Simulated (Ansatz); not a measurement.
# Li4LuBi2Cl: the cost of one run

Computed with Ansatz 0.2.0 (reference: DFT r2SCAN, plane waves, PAW, scalar-relativistic, no spin polarisation, unless a step's input says otherwise).

## Step 1: Starting point

The structure is tetragonal, space group P4/mmm (No. 123). The conventional cell has a = 3.976 Å, b = 3.976 Å, c = 9.210 Å, α = 90.00°, β = 90.00°, γ = 90.00°. Cl (site symmetry 4/mmm) is surrounded by 8 Bi at 3.46 Å and 8 Li at 3.77 Å. Lu (site symmetry 4/mmm) is surrounded by 8 Li at 2.43 Å. Li (site symmetry 2mm) has 2 Bi at 2.31 Å and 2 Lu at 2.43 Å as nearest neighbours. Bi (site symmetry 4mm) is surrounded by 4 Li at 2.31 Å.

Structure file:

```cif
data_structure
_symmetry_space_group_name_H-M 'P 1'
_symmetry_Int_Tables_number 1
_cell_length_a 3.9762
_cell_length_b 3.9762
_cell_length_c 9.2105
_cell_angle_alpha 90.000
_cell_angle_beta 90.000
_cell_angle_gamma 90.000
_cell_volume 145.62
loop_
_atom_site_label
_atom_site_type_symbol
_atom_site_fract_x
_atom_site_fract_y
_atom_site_fract_z
_atom_site_occupancy
Cl1 Cl 0.00000 0.00000 0.50000 1
Lu1 Lu 0.00000 0.00000 0.00000 1
Li1 Li 0.50000 0.00000 0.84800 1
Li2 Li 0.00000 0.50000 0.84800 1
Li3 Li 0.50000 0.00000 0.15200 1
Li4 Li 0.00000 0.50000 0.15200 1
Bi1 Bi 0.50000 0.50000 0.71930 1
Bi2 Bi 0.50000 0.50000 0.28070 1
```

## Step 2: Reference

input.yaml reads:

```yaml
crystal:
  lattice:
    - [3.976221, 0.0, 0.0]
    - [0.0, 3.976221, 0.0]
    - [0.0, 0.0, 9.210455]
  atoms:
    - { symbol: Cl, position: [0.0, 0.0, 0.5] }
    - { symbol: Lu, position: [0.0, 0.0, 0.0] }
    - { symbol: Li, position: [0.5, 0.0, 0.848] }
    - { symbol: Li, position: [0.0, 0.5, 0.848] }
    - { symbol: Li, position: [0.5, 0.0, 0.152] }
    - { symbol: Li, position: [0.0, 0.5, 0.152] }
    - { symbol: Bi, position: [0.5, 0.5, 0.7193] }
    - { symbol: Bi, position: [0.5, 0.5, 0.2807] }
  symmetry: { tolerance: 0.0003 }
kpoints:
  mp_grid: { grid: [5, 5, 2], shift: [0, 0, 0] }
magnetization:
  spin_polarized: false
scf:
  occupations: { method: fermi_dirac }
hamiltonian:
  pseudopotentials: { kind: paw }
  xc: r2scan
basis:
  ecutwfc: 500
output:
  forces: true
  stress: true
  eigenvalues: true
  write_density: true
  write_potential: true
  elf: true
  volumetric_format: npy
```

Launch:

```console
$ ansatz run input.yaml --threads 1 --pin off --max-ram 2560MiB --backend cpu --events-out ev --progress --plain --runs-dir out
```

What time and memory should one allow on 1 thread of Intel Xeon 6975P-C (Granite Rapids), shared host?

About 8.9 s, with a peak of 0.85 GiB.
